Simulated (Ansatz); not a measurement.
# H8N2Si2Sn: a ladder of functionals and wavefunction methods

Aim: compute H8N2Si2Sn with functionals from several rungs and with coupled cluster. The yardstick is the atomisation energy at the CCSD(T) limit.

Method: functionals in def2-TZVPP, the program's frozen cores in correlated methods; program: Ansatz 0.2.0, Gaussian basis.

The runs, in order: PBE-D4, r2SCAN-D4, PBE0-D4, B3LYP-D4, ωB97X-V, ωB97M-V, B2PLYP; CCSD(T)/def2-TZVPP; MP2/def2-QZVPP; extrapolation to the limit.

### Step 1. Structure used throughout

An earlier PBE0-D4 in a triple-zeta def2 set relaxation fixed the geometry. Sn takes the def2 core potential; no spin-orbit term is included.

SMILES `[NH2][Sn][N]([SiH3])[SiH3]`, 13 atoms, charge 0, spin multiplicity 1.

Atoms are counted from 1 here; the program's logs count them from 0.

Bond lengths: N1–Sn2 2.015 Å, N1–H6 1.009 Å, N1–H7 1.008 Å, Sn2–N3 2.082 Å, N3–Si4 1.726 Å, N3–Si5 1.726 Å, Si4–H8 1.491 Å, Si4–H9 1.490 Å, Si4–H10 1.489 Å, Si5–H11 1.490 Å, Si5–H12 1.490 Å, Si5–H13 1.492 Å. Angles: Sn2–N1–H6 128.0°, Sn2–N1–H7 121.1°, H6–N1–H7 110.8°, N1–Sn2–N3 95.6°, Sn2–N3–Si4 123.6°, Sn2–N3–Si5 117.4°, Si4–N3–Si5 118.9°, N3–Si4–H8 111.7°, N3–Si4–H9 109.5°, N3–Si4–H10 112.2°, H8–Si4–H9 108.0°, H8–Si4–H10 107.0°, H9–Si4–H10 108.3°, N3–Si5–H11 112.4°, N3–Si5–H12 112.4°, N3–Si5–H13 107.8°, H11–Si5–H12 107.4°, H11–Si5–H13 108.4° and more.

### Step 2. PBE-D4 (GGA)

File in.yaml:

```yaml
crystal:
  periodic: [false, false, false]
  atoms:
    - {symbol: N, position_ang: [-0.480205, 0.007238, -2.648910]}
    - {symbol: Sn, position_ang: [-1.571707, 0.797260, -1.150860]}
    - {symbol: N, position_ang: [-0.287911, 0.196544, 0.373884]}
    - {symbol: Si, position_ang: [1.243575, -0.548725, 0.096254]}
    - {symbol: Si, position_ang: [-0.779809, 0.513442, 1.997716]}
    - {symbol: H, position_ang: [0.338384, -0.578796, -2.578510]}
    - {symbol: H, position_ang: [-0.765273, 0.108964, -3.610866]}
    - {symbol: H, position_ang: [1.118950, -1.762571, -0.761240]}
    - {symbol: H, position_ang: [1.838099, -0.964027, 1.398083]}
    - {symbol: H, position_ang: [2.199789, 0.368232, -0.584411]}
    - {symbol: H, position_ang: [0.187797, 1.381322, 2.726020]}
    - {symbol: H, position_ang: [-0.946197, -0.733986, 2.794683]}
    - {symbol: H, position_ang: [-2.095503, 1.215122, 1.948157]}
basis:
  gaussian: {orbitals: def2-TZVPP}
hamiltonian: {xc: pbe, dispersion: d4}
output: {forces: true, orbitals: {seedname: orbitals}}
```

Launch:

```sh
> ansatz run in.yaml --threads 2 --pin off --events-out ev --progress --plain --max-ram 32768MiB --backend cuda --devices 0, --max-vram 18GiB
```

Further steps of the session: r2SCAN-D4 (meta-GGA); PBE0-D4 (hybrid); B3LYP-D4 (hybrid); ωB97X-V (range-separated); ωB97M-V (range-separated); B2PLYP (double hybrid); CCSD(T) in def2-TZVPP; MP2 in def2-QZVPP.

**Question.** What will the summary of the whole plan be? Wanted: atomisation energy, CCSD(T)/CBS; farthest; mean size of error, hybrid; mean size of error, range-separated; gap, smallest and largest; T1 diagnostic; triples share of the correlation energy.

**Answer**, as computed:

| quantity | value |
| --- | --- |
| atomisation energy, CCSD(T)/CBS | 42.403 eV |
| functionals within 0.424 eV (1.0 %) | PBE-D4, B3LYP-D4, ωB97X-V, ωB97M-V |
| farthest | PBE0-D4 (-0.842 eV) |
| mean size of error, hybrid | 0.450 eV |
| mean size of error, range-separated | 0.154 eV |
| gap, smallest and largest | 3.49 eV (PBE-D4), 9.46 eV (ωB97X-V) |
| T1 diagnostic | 0.0156 |
| triples share of the correlation energy | 3.7 % |

**Reading.** PBE-D4 is off by -0.166 eV. Double hybrids carry the basis error of their MP2 part in triple zeta, and no dispersion term here, so their miss is partly the set-up's. Misses under about 0.424 eV are within the doubt on the reference itself, which lacks core-valence correlation, spin-orbit coupling and higher excitations, and its outer-core shells are covered unevenly. All levels share the lack of spin-orbit coupling, which lowers the free heavy atoms and so the true binding. Hartree-Fock recovers 69 % of the binding; the rest is correlation. The gap grows from 3.5 to 9.5 eV across the functionals, mostly with the share of exact exchange. Correlated methods include outer-core shells of Sn, which these sets cover unevenly.
